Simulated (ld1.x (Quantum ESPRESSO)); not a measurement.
# Pseudopotential generation for fluorine: RRKJ, PBE

Task: generate the file, and judge it by its errors in other configurations, its logarithmic derivatives, its ghosts and its cutoff.

The numbers are computed with ld1.x (Quantum ESPRESSO) 7.5 (PBE, scalar-relativistic, spin-unpolarised reference atom).

## 1. Starting point

The settings as typed:

| Quantity | Value |
| --- | --- |
| element | fluorine (F, Z = 9) |
| type | norm-conserving RRKJ (Kleinman–Bylander form) |
| frozen core | [He] |
| valence charge | 7 |
| reference configuration | 2s1.75 2p5.25 |
| partial waves | 2p (bound): rc 0.95 bohr; 3d channel at 0.2 Ry: rc 0.80 bohr; 2s (bound): rc 0.65 bohr |
| local potential | the s channel |
| core correction | not asked for |

An earlier all-electron run gives the scale for the radii.

All-electron outer shells of the reference configuration (PBE, scalar-relativistic, ld1.x):

```
shell  level (eV)  outermost node (bohr)  outermost maximum (bohr)
   1s     -663.53                      –                      0.11
   2s      -30.02                   0.24                      0.76
   2p      -11.22                      –                      0.71
```

## 2. Generating the potential

Contents of F.in:

```
 &input
   title='F', zed=9., rel=1, dft='PBE', iswitch=3,
   config='[He] 2s1.75 2p5.25 3d-2',
   nld=3, rlderiv=1.05, eminld=-4.0, emaxld=5.0, deld=0.02
 /
 &inputp
   pseudotype=2, tm=.false., lloc=0,
   nlcc=.false.,
   file_pseudopw='F.UPF', file_wfcaegen='ae.wfc', file_wfcncgen='nc.wfc', file_beta='beta', file_chi='chi'
 /
3
2P  2  1   5.25   0.00  0.95  0.95  0.0
3D  3  2  -2.00   0.20  0.80  0.80  0.0
2S  1  0   1.75   0.00  0.65  0.65  0.0
 &test
   configts(1)='2s1.75 2p5.25'
 /
```

Launch:

```console
$ ld1.x < F.in > F.out
```

What the program wrote to F.out (without the banner and most projector matrices):

```text
     Program LD1 v.7.5
     --------------------------- All-electron run ----------------------------

     F
     scalar relativistic calculation

     atomic number is  9.00
     dft =PBE   lsd =0 sic =0 latt =0  beta=0.20 tr2=1.0E-14
     Exchange-correlation= PBE
                           (   1   4   3   4   0   0   0)
     mesh =1105 r(mesh) =  99.76081 a.u. xmin = -7.00 dx = 0.01250
     1 Ry =  13.60569312 eV, c = 137.03599908

     n l     nl                  e(Ry)          e(Ha)          e(eV)
     1 0     1S 1( 2.00)       -48.7688       -24.3844      -663.5340
     2 0     2S 1( 1.75)        -2.2066        -1.1033       -30.0218
     2 1     2P 1( 5.25)        -0.8247        -0.4124       -11.2210

     final scf error:  6.3E-15 reached in  28 iterations

     Etot =    -199.143986 Ry,     -99.571993 Ha,   -2709.491965 eV

     Ekin =     198.976598 Ry,      99.488299 Ha,    2707.214525 eV
     Encl =    -476.980055 Ry,    -238.490028 Ha,   -6489.644255 eV
     Eh   =      99.247662 Ry,      49.623831 Ha,    1350.333236 eV
     Exc  =     -20.388191 Ry,     -10.194096 Ha,    -277.395470 eV

     normalization and overlap integrals

     s(1S/1S) =  1.000000  <r> =   0.1763  <r2> =    0.0420  r(max) =   0.1139
     s(2S/2S) =  1.000000  <r> =   1.0031  <r2> =    1.2272  r(max) =   0.7617
     s(2P/2P) =  1.000000  <r> =   1.1037  <r2> =    1.6332  r(max) =   0.7066

     ------------------------ End of All-electron run ------------------------

     --------------------- Generating NC pseudopotential ---------------------

      Generating local pot.: lloc=0, matching radius rcloc =   0.6500

      Wfc   2P  rcut= 0.954  Estimated cut-off energy=      192.72 Ry
      This function has    0 nodes for 0 < r <    0.954

      Wfc   3D  rcut= 0.801  Estimated cut-off energy=      344.30 Ry
      This function has    0 nodes for 0 < r <    0.801

     ------------------- End of pseudopotential generation -------------------

     [... the all-electron block is printed once more ...]


     Computing logarithmic derivative in   1.04765
     Computing logarithmic derivative in   1.04765
     Computing the partial wave expansion
       no projector for channel:   0
     R is outside the sphere for l=    1 j= 0.00
     R is outside the sphere for l=    2 j= 0.00

     ---------------------- Testing the pseudopotential ----------------------

     F
     scalar relativistic calculation

     atomic number is  9.00   valence charge is  7.00
     dft =PBE   lsd =0 sic =0 latt =0  beta=0.20 tr2=1.0E-14
     mesh =1105 r(mesh) =  99.76081 xmin = -7.00 dx = 0.01250

     n l     nl             e AE (Ry)        e PS (Ry)    De AE-PS (Ry)
     1 0     2S   1( 1.75)       -2.20656       -2.20662        0.00006
     2 1     2P   1( 5.25)       -0.82473       -0.82475        0.00001

     eps = 7.9E-15  iter = 20

     Etot =    -199.143986 Ry,     -99.571993 Ha,   -2709.491965 eV
     Etotps =   -47.745998 Ry,     -23.872999 Ha,    -649.617403 eV

     Ekin =      36.551166 Ry,      18.275583 Ha,     497.303948 eV
     Encl =    -100.721828 Ry,     -50.360914 Ha,   -1370.390285 eV
     Ehrt =      42.209723 Ry,      21.104861 Ha,     574.292534 eV
     Ecxc =      -8.973778 Ry,      -4.486889 Ha,    -122.094474 eV
     Epseu=     -16.811281 Ry,      -8.405640 Ha,    -228.729127 eV

     ---------------------- End of pseudopotential test ----------------------
```

Run time: 1.7 s. Hardware: 1 thread of Neoverse-V1, shared host. This counts the later configuration tests of the new file too.

Partial waves on a coarse radial grid (AE all-electron, PS pseudo):

| r (bohr) | 2p AE | 2p PS | 2s AE | 2s PS |
| --- | --- | --- | --- | --- |
| 0.047 | 0.0384 | 0.0176 | -0.3702 | 0.0515 |
| 0.095 | 0.1278 | 0.0700 | -0.4513 | 0.1061 |
| 0.142 | 0.2360 | 0.1501 | -0.3731 | 0.1638 |
| 0.190 | 0.3505 | 0.2538 | -0.2135 | 0.2291 |
| 0.237 | 0.4572 | 0.3675 | -0.0263 | 0.3012 |
| 0.285 | 0.5557 | 0.4867 | 0.1685 | 0.3843 |
| 0.332 | 0.6396 | 0.5977 | 0.3472 | 0.4747 |
| 0.380 | 0.7120 | 0.6981 | 0.5097 | 0.5738 |
| 0.427 | 0.7704 | 0.7794 | 0.6457 | 0.6727 |
| 0.475 | 0.8177 | 0.8428 | 0.7603 | 0.7687 |
| 0.522 | 0.8530 | 0.8858 | 0.8496 | 0.8513 |
| 0.570 | 0.8787 | 0.9125 | 0.9191 | 0.9193 |
| 0.617 | 0.8951 | 0.9248 | 0.9681 | 0.9681 |
| 0.665 | 0.9041 | 0.9267 | 1.0013 | 1.0013 |
| 0.712 | 0.9064 | 0.9216 | 1.0194 | 1.0194 |
| 0.760 | 0.9032 | 0.9118 | 1.0258 | 1.0258 |
| 0.807 | 0.8954 | 0.8994 | 1.0221 | 1.0221 |
| 0.855 | 0.8838 | 0.8850 | 1.0100 | 1.0100 |
| 0.902 | 0.8693 | 0.8695 | 0.9917 | 0.9917 |
| 0.950 | 0.8521 | 0.8521 | 0.9678 | 0.9678 |
| 0.997 | 0.8334 | 0.8334 | 0.9404 | 0.9404 |
| 1.045 | 0.8128 | 0.8128 | 0.9094 | 0.9094 |
| 1.092 | 0.7916 | 0.7916 | 0.8769 | 0.8769 |
| 1.140 | 0.7691 | 0.7691 | 0.8423 | 0.8423 |
| 1.187 | 0.7466 | 0.7466 | 0.8076 | 0.8076 |
| 1.235 | 0.7234 | 0.7234 | 0.7718 | 0.7718 |

## 3. Testing the new file in other configurations

Contents of F.test.in:

```
 &input
   title='F', zed=9., rel=1, dft='PBE', iswitch=2,
   config='[He] 2s1.75 2p5.25 3d-2'
 /
 &test
   file_pseudo='F.UPF', nconf=8,
   configts(1)='2s1.75 2p5.25',
   configts(2)='2s2 2p5',
   configts(3)='2s2 2p4',
   configts(4)='2s2 2p3',
   configts(5)='2s1 2p5',
   configts(6)='2s2 2p2',
   configts(7)='2s2 2p4.5',
   configts(8)='2s1 2p6'
 /
```

Launch:

```console
$ ld1.x < F.test.in > F.test.out
```

F.test.out, the pseudopotential blocks:

```text
     ---------------------- Testing the pseudopotential ----------------------

     F
     scalar relativistic calculation

     atomic number is  9.00   valence charge is  7.00
     dft =PBE   lsd =0 sic =0 latt =0  beta=0.20 tr2=1.0E-14
     mesh =1105 r(mesh) =  99.76081 xmin = -7.00 dx = 0.01250

     n l     nl             e AE (Ry)        e PS (Ry)    De AE-PS (Ry)
     1 0     2S   1( 1.75)       -2.20656       -2.20662        0.00006
     2 1     2P   1( 5.25)       -0.82473       -0.82475        0.00001

     eps = 9.1E-15  iter = 23

     Etot =    -199.143986 Ry,     -99.571993 Ha,   -2709.491965 eV
     Etotps =   -47.745998 Ry,     -23.872999 Ha,    -649.617403 eV

     Ekin =      36.551166 Ry,      18.275583 Ha,     497.303948 eV
     Encl =    -100.721828 Ry,     -50.360914 Ha,   -1370.390284 eV
     Ehrt =      42.209723 Ry,      21.104861 Ha,     574.292534 eV
     Ecxc =      -8.973778 Ry,      -4.486889 Ha,    -122.094474 eV
     Epseu=     -16.811281 Ry,      -8.405640 Ha,    -228.729127 eV

     ---------------------- End of pseudopotential test ----------------------

     ---------------------- Testing the pseudopotential ----------------------

     F
     scalar relativistic calculation

     atomic number is  9.00   valence charge is  7.00
     dft =PBE   lsd =0 sic =0 latt =0  beta=0.20 tr2=1.0E-14
     mesh =1105 r(mesh) =  99.76081 xmin = -7.00 dx = 0.01250

     n l     nl             e AE (Ry)        e PS (Ry)    De AE-PS (Ry)
     1 0     2S   1( 2.00)       -2.19758       -2.19786        0.00028
     2 1     2P   1( 5.00)       -0.81670       -0.81652       -0.00018

     eps = 4.4E-15  iter = 23

     Etot =    -199.489330 Ry,     -99.744665 Ha,   -2714.190600 eV
     Etotps =   -48.091402 Ry,     -24.045701 Ha,    -654.316856 eV
     dEtot_ae =      -0.345343 Ry
     dEtot_ps =      -0.345403 Ry,   Delta E=       0.000060 Ry

     Ekin =      35.485543 Ry,      17.742771 Ha,     482.805405 eV
     Encl =    -100.871291 Ry,     -50.435646 Ha,   -1372.423833 eV
     Ehrt =      42.272199 Ry,      21.136099 Ha,     575.142563 eV
     Ecxc =      -8.985925 Ry,      -4.492963 Ha,    -122.259739 eV
     Epseu=     -15.991927 Ry,      -7.995964 Ha,    -217.581252 eV

     ---------------------- End of pseudopotential test ----------------------

     ---------------------- Testing the pseudopotential ----------------------

     F
     scalar relativistic calculation

     atomic number is  9.00   valence charge is  7.00
     dft =PBE   lsd =0 sic =0 latt =0  beta=0.20 tr2=1.0E-14
     mesh =1105 r(mesh) =  99.76081 xmin = -7.00 dx = 0.01250

     n l     nl             e AE (Ry)        e PS (Ry)    De AE-PS (Ry)
     1 0     2S   1( 2.00)       -3.48292       -3.48398        0.00106
     2 1     2P   1( 4.00)       -2.08065       -2.07962       -0.00104

     eps = 5.2E-15  iter = 22

     Etot =    -198.064175 Ry,     -99.032088 Ha,   -2694.800384 eV
     Etotps =   -46.666622 Ry,     -23.333311 Ha,    -634.931733 eV
     dEtot_ae =       1.079811 Ry
     dEtot_ps =       1.079377 Ry,   Delta E=       0.000434 Ry

     Ekin =      33.211953 Ry,      16.605976 Ha,     451.871637 eV
     Encl =     -90.744594 Ry,     -45.372297 Ha,   -1234.643093 eV
     Ehrt =      33.726224 Ry,      16.863112 Ha,     458.868655 eV
     Ecxc =      -7.959544 Ry,      -3.979772 Ha,    -108.295113 eV
     Epseu=     -14.900661 Ry,      -7.450330 Ha,    -202.733819 eV

     ---------------------- End of pseudopotential test ----------------------

     ---------------------- Testing the pseudopotential ----------------------

     F
     scalar relativistic calculation

     atomic number is  9.00   valence charge is  7.00
     dft =PBE   lsd =0 sic =0 latt =0  beta=0.20 tr2=1.0E-14
     mesh =1105 r(mesh) =  99.76081 xmin = -7.00 dx = 0.01250

     n l     nl             e AE (Ry)        e PS (Ry)    De AE-PS (Ry)
     1 0     2S   1( 2.00)       -4.99731       -4.99823        0.00091
     2 1     2P   1( 3.00)       -3.60167       -3.59609       -0.00558  !

     eps = 5.0E-15  iter = 22

     Etot =    -195.242940 Ry,     -97.621470 Ha,   -2656.415526 eV
     Etotps =   -43.848067 Ry,     -21.924034 Ha,    -596.583347 eV
     dEtot_ae =       3.901046 Ry
     dEtot_ps =       3.897931 Ry,   Delta E=       0.003115 Ry

     Ekin =      29.283062 Ry,      14.641531 Ha,     398.416358 eV
     Encl =     -78.567893 Ry,     -39.283946 Ha,   -1068.970639 eV
     Ehrt =      25.029341 Ry,      12.514670 Ha,     340.541530 eV
     Ecxc =      -6.706471 Ry,      -3.353236 Ha,     -91.246187 eV
     Epseu=     -12.886106 Ry,      -6.443053 Ha,    -175.324410 eV

     ---------------------- End of pseudopotential test ----------------------

     ---------------------- Testing the pseudopotential ----------------------

     F
     scalar relativistic calculation

     atomic number is  9.00   valence charge is  7.00
     dft =PBE   lsd =0 sic =0 latt =0  beta=0.20 tr2=1.0E-14
     mesh =1105 r(mesh) =  99.76081 xmin = -7.00 dx = 0.01250

     n l     nl             e AE (Ry)        e PS (Ry)    De AE-PS (Ry)
     1 0     2S   1( 1.00)       -3.49542       -3.49645        0.00103
     2 1     2P   1( 5.00)       -2.08974       -2.09096        0.00122

     eps = 3.3E-15  iter = 25

     Etot =    -196.660171 Ry,     -98.330085 Ha,   -2675.697932 eV
     Etotps =   -45.261690 Ry,     -22.630845 Ha,    -615.816659 eV
     dEtot_ae =       2.483816 Ry
     dEtot_ps =       2.484309 Ry,   Delta E=      -0.000493 Ry

     Ekin =      37.916574 Ry,      18.958287 Ha,     515.881273 eV
     Encl =     -90.338312 Ry,     -45.169156 Ha,   -1229.115353 eV
     Ehrt =      33.649814 Ry,      16.824907 Ha,     457.829039 eV
     Ecxc =      -7.942654 Ry,      -3.971327 Ha,    -108.065315 eV
     Epseu=     -18.547111 Ry,      -9.273556 Ha,    -252.346302 eV

     ---------------------- End of pseudopotential test ----------------------

     ---------------------- Testing the pseudopotential ----------------------

     F
     scalar relativistic calculation

     atomic number is  9.00   valence charge is  7.00
     dft =PBE   lsd =0 sic =0 latt =0  beta=0.20 tr2=1.0E-14
     mesh =1105 r(mesh) =  99.76081 xmin = -7.00 dx = 0.01250

     n l     nl             e AE (Ry)        e PS (Ry)    De AE-PS (Ry)
     1 0     2S   1( 2.00)       -6.70364       -6.70041       -0.00323
     2 1     2P   1( 2.00)       -5.34782       -5.32812       -0.01969  !

     eps = 7.5E-15  iter = 22

     Etot =    -190.786158 Ry,     -95.393079 Ha,   -2595.777923 eV
     Etotps =   -39.402601 Ry,     -19.701301 Ha,    -536.099702 eV
     dEtot_ae =       8.357828 Ry
     dEtot_ps =       8.343397 Ry,   Delta E=       0.014431 Ry

     Ekin =      23.576227 Ry,      11.788113 Ha,     320.770909 eV
     Encl =     -64.774846 Ry,     -32.387423 Ha,    -881.306683 eV
     Ehrt =      16.887463 Ry,       8.443731 Ha,     229.765637 eV
     Ecxc =      -5.296070 Ry,      -2.648035 Ha,     -72.056705 eV
     Epseu=      -9.795374 Ry,      -4.897687 Ha,    -133.272859 eV

     ---------------------- End of pseudopotential test ----------------------

     ---------------------- Testing the pseudopotential ----------------------

     F
     scalar relativistic calculation

     atomic number is  9.00   valence charge is  7.00
     dft =PBE   lsd =0 sic =0 latt =0  beta=0.20 tr2=1.0E-14
     mesh =1105 r(mesh) =  99.76081 xmin = -7.00 dx = 0.01250

     n l     nl             e AE (Ry)        e PS (Ry)    De AE-PS (Ry)
     1 0     2S   1( 2.00)       -2.80814       -2.80880        0.00066
     2 1     2P   1( 4.50)       -1.41356       -1.41317       -0.00039

     eps = 2.9E-15  iter = 23

     Etot =    -198.934914 Ry,     -99.467457 Ha,   -2706.647396 eV
     Etotps =   -47.537079 Ry,     -23.768540 Ha,    -646.774912 eV
     dEtot_ae =       0.209072 Ry
     dEtot_ps =       0.208919 Ry,   Delta E=       0.000153 Ry

     Ekin =      34.546872 Ry,      17.273436 Ha,     470.034135 eV
     Encl =     -96.099135 Ry,     -48.049567 Ha,   -1307.495340 eV
     Ehrt =      38.072818 Ry,      19.036409 Ha,     518.007072 eV
     Ecxc =      -8.506156 Ry,      -4.253078 Ha,    -115.732146 eV
     Epseu=     -15.551478 Ry,      -7.775739 Ha,    -211.588633 eV

     ---------------------- End of pseudopotential test ----------------------

     ---------------------- Testing the pseudopotential ----------------------

     F
     scalar relativistic calculation

     atomic number is  9.00   valence charge is  7.00
     dft =PBE   lsd =0 sic =0 latt =0  beta=0.20 tr2=1.0E-14
     mesh =1105 r(mesh) =  99.76081 xmin = -7.00 dx = 0.01250

     n l     nl             e AE (Ry)        e PS (Ry)    De AE-PS (Ry)
     1 0     2S   1( 1.00)       -2.23280       -2.23203       -0.00078
     2 1     2P   1( 6.00)       -0.84819       -0.84864        0.00045

     eps = 7.1E-15  iter = 28

     Etot =    -198.106554 Ry,     -99.053277 Ha,   -2695.376983 eV
     Etotps =   -46.709018 Ry,     -23.354509 Ha,    -635.508561 eV
     dEtot_ae =       1.037432 Ry
     dEtot_ps =       1.036981 Ry,   Delta E=       0.000451 Ry

     Ekin =      39.754561 Ry,      19.877280 Ha,     540.888353 eV
     Encl =    -100.279292 Ry,     -50.139646 Ha,   -1364.369268 eV
     Ehrt =      42.029416 Ry,      21.014708 Ha,     571.839340 eV
     Ecxc =      -8.939897 Ry,      -4.469948 Ha,    -121.633491 eV
     Epseu=     -19.273806 Ry,      -9.636903 Ha,    -262.233495 eV

     ---------------------- End of pseudopotential test ----------------------
```

Excitation and ionisation energies from 2s1.75 2p5.25, with the error of the potential. The frozen-core shift comes from a second all-electron run, not shown, with the core orbitals held at their reference shape; it is that run's ΔE less the relaxed one.

| valence configuration | charge | ΔE all-electron (eV) | error AE − PS (meV) | frozen-core shift (meV) |
| --- | --- | --- | --- | --- |
| 2s2 2p5 | 0 | -4.699 | +0.8 | 0.0 |
| 2s2 2p4 | +1 | 14.692 | +5.9 | +0.1 |
| 2s2 2p3 | +2 | 53.076 | +42 | +0.8 |
| 2s1 2p5 | +1 | 33.794 | -6.7 | +0.4 |
| 2s2 2p2 | +3 | 113.714 | +196 | +4.1 |
| 2s2 2p4.5 | +0.5 | 2.845 | +2.1 | 0.0 |
| 2s1 2p6 | 0 | 14.115 | +6.1 | +0.3 |

## 4. Scattering by logarithmic derivatives

Taken from the files of the generation run. The phase is arctan(r·u′/u) with u = r·R, unwrapped, with energies in Ry. A pole is an energy at which the radial function vanishes at the test radius. The pseudo phase is shifted by a multiple of π to meet the all-electron one at the reference energy. Levels narrower than the energy grid can be missing from the poles. The last column is the largest difference on the grid between −1 and +1 Ry.

```tsv
channel	radius (bohr)	reference (Ry)	poles AE	poles PS	window around the reference with phases within 0.05 rad (Ry)	largest difference near zero (rad)
s	1.05	-2.21	3.98	3.92	the whole range	0.001
p	1.05	-0.82	3.73	3.81	the whole range	0.002
d	1.05	0.20	none	none	the whole range	0.000
```

Phases (rad) along the scan:

| E (Ry) | p AE | p PS | s AE | s PS |
| --- | --- | --- | --- | --- |
| -4.00 | 0.897 | 0.899 | 0.331 | 0.330 |
| -3.52 | 0.813 | 0.815 | 0.088 | 0.087 |
| -3.04 | 0.699 | 0.701 | -0.192 | -0.192 |
| -2.56 | 0.542 | 0.544 | -0.471 | -0.471 |
| -2.08 | 0.323 | 0.325 | -0.713 | -0.713 |
| -1.60 | 0.031 | 0.032 | -0.904 | -0.905 |
| -1.12 | -0.310 | -0.310 | -1.050 | -1.050 |
| -0.64 | -0.633 | -0.633 | -1.161 | -1.161 |
| -0.16 | -0.889 | -0.888 | -1.246 | -1.247 |
| 0.32 | -1.075 | -1.074 | -1.314 | -1.315 |
| 0.80 | -1.210 | -1.208 | -1.368 | -1.369 |
| 1.28 | -1.309 | -1.307 | -1.413 | -1.414 |
| 1.76 | -1.384 | -1.382 | -1.451 | -1.452 |
| 2.24 | -1.444 | -1.440 | -1.483 | -1.485 |
| 2.72 | -1.492 | -1.488 | -1.511 | -1.513 |
| 3.20 | -1.533 | -1.528 | -1.536 | -1.538 |
| 3.68 | -1.567 | -1.562 | -1.558 | -1.560 |
| 4.16 | -1.598 | -1.592 | -1.578 | -1.581 |
| 4.64 | -1.625 | -1.619 | -1.597 | -1.600 |

## 5. Plane-wave convergence, by spherical Bessel functions

This step uses the generator's waves and projectors in a separate script. Basis: spherical Bessel functions vanishing at 20 bohr, q² up to the cutoff; potential fixed at the reference.

All-electron valence levels (Ry): 2p -0.8247, 2s -2.2066. The lowest levels of each channel (Ry) by cutoff; the last column sums, over occupied levels, occupation times the distance from the level at 400 Ry. A positive value at high cutoff is not a bound level.

| cutoff (Ry) | p #1 | d #1 | s #1 | f #1 | Σ f·Δε (mRy) |
| --- | --- | --- | --- | --- | --- |
| 8 | -0.0109 | 0.0806 | -1.8736 | 0.1213 | 4855.8 |
| 18 | -0.1596 | 0.0806 | -1.9368 | 0.1213 | 3964.2 |
| 35 | -0.4404 | 0.0806 | -2.0234 | 0.1213 | 2338.3 |
| 55 | -0.6538 | 0.0806 | -2.1398 | 0.1213 | 1014.2 |
| 80 | -0.7863 | 0.0806 | -2.1900 | 0.1213 | 230.6 |
| 120 | -0.8235 | 0.0806 | -2.2020 | 0.1213 | 14.4 |
| 140 | -0.8246 | 0.0806 | -2.2021 | 0.1213 | 8.6 |
| 200 | -0.8247 | 0.0806 | -2.2047 | 0.1213 | 3.3 |
| 260 | -0.8248 | 0.0806 | -2.2063 | 0.1213 | 0.5 |
| 350 | -0.8248 | 0.0806 | -2.2065 | 0.1213 | 0.1 |
| 400 | -0.8248 | 0.0806 | -2.2065 | 0.1213 | 0.0 |

The sum stays within 10 mRy from 140 Ry and within 1 mRy from 260 Ry. The sum leaves out empty levels, which can need more. Ghost test: no level below the all-electron spectrum of its channel (p, d, s, f tested).

## 6. Results

| quantity | value |
| --- | --- |
| cutoffs for 10 and 1 mRy, occupied levels | 140 Ry and 260 Ry |
| bound ghosts | none found |
| largest test error (AE − PS) | +196 meV, for 2s2 2p2 |
| largest phase difference near zero energy, channels read | 0.002 rad |

In words: By total energies transferability is fair for so large an energy: the largest error is 196 meV on 113.7 eV, for 2s2 2p2. That test lies far up in energy; among those under 40 eV, nearer to bonding, the largest error is 6.7 meV. Freezing the core alone would shift it much less, so the error comes from the pseudisation. It counts as very hard, with 140 Ry needed at the looser tolerance. The slowest occupied level is 2s: taken alone it needs 230 Ry to come within 1 mRy, against 140 Ry for 2p. The Bessel-basis test finds no level below the valence levels. Near zero energy the phases of the channels with partial waves agree within 0.002 rad. All of this concerns the isolated atom, not yet a solid.
